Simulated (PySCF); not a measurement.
# MoO₂: triplet, from a linear start

Aim: relax MoO₂ as a triplet from a linear start, check by its vibrations whether the end is a minimum, and collect its spectrum and constants.

Computed with PySCF 2.14.0. Level: PBE0, basis Mo def2-TZVP with ECP28, O def2-TZVP, scalar-relativistic core potentials, no spin–orbit coupling, density fitting.

## 1. Starting geometry

3 atoms, charge 0, spin multiplicity 3.

Bond lengths: Mo1–O2 1.780 Å, Mo1–O3 1.780 Å. Angles: O2–Mo1–O3 180.0°.

Coordinates in bohr (charge 0 multiplicity 3):
```
Mo    0.0000    0.0000    0.0000
O     0.0000    0.0000    3.3637
O     0.0000    0.0000   -3.3637
```

## 2. First SCF at the start

The steps below are one call of a driver around PySCF. For each, scf.py gives the equivalent set-up of the SCF; relaxations use the driver's own optimiser. After this first run the driver tries any further starts and a stability analysis.

File scf.py:

```python
from pyscf import gto, scf, dft
mol = gto.M(atom='''
Mo     0.000000     0.000000     0.000000
O      0.000000     0.000000     1.780000
O      0.000000     0.000000    -1.780000''',
    basis={'Mo': 'def2-TZVP', 'O': 'def2-TZVP'},
    ecp={'Mo': 'def2-TZVP'},
    charge=0, spin=2)
mf = dft.UKS(mol, xc='PBE0')
mf.grids.atom_grid = (50, 194)
aux = {'Mo': 'def2-universal-JKFIT', 'O': 'def2-universal-JKFIT'}
mf = mf.density_fit(auxbasis=aux)
mf.conv_tol = 1e-08
mf.diis_space = 10
mf.max_cycle = 60
mf.init_guess = 'minao'
mf.verbose = 4
mf.kernel()
```

The run is started by

```console
$ OMP_NUM_THREADS=4 python axn.py task.json out
```

After this run come: Relaxation: linear start, triplet; Frequencies; Leaving the saddle point; Vibrations and properties at this point.

Q: Predict the outcome of this session. Wanted: minimum; geometry; wavenumbers; dipole moment; highest occupied, lowest empty level; polar-tensor charge of Mo1; zero-point energy; atomisation energy; ⟨S²⟩.

**Answer**, as computed:

| quantity | value |
| --- | --- |
| minimum | triplet, C2v |
| geometry | Mo–O 1.683 Å (×2); O–Mo–O 114.5° |
| wavenumbers (cm⁻¹) | 311 (a1), 979 (b2), 1038 (a1) |
| dipole moment | 4.54 D |
| highest occupied, lowest empty level (either spin) | -6.64, -3.57 eV |
| polar-tensor charge of Mo1 | +1.53 e |
| zero-point energy | 13.9 kJ/mol |
| entropy at 298.15 K | 276.1 J/(mol K) |
| atomisation energy (no zero-point energy) | 1089 kJ/mol |
| ⟨S²⟩ | 2.014 |

**Reading.** From D∞h at the start the molecule goes to a C2v minimum, after a stop at a second-order saddle point 115.3 kJ/mol higher, from which it was pushed off along an imaginary mode. The strongest infrared band lies at 979 cm⁻¹ (b2, stretch). Most of the spin sits on Mo1 (Mulliken spin 2.02, against 2 for the whole molecule). Only this shape and spin were tried, so other structures or states may lie lower. Open d and f shells are described by one determinant, and the ground state may have another occupation or spin.
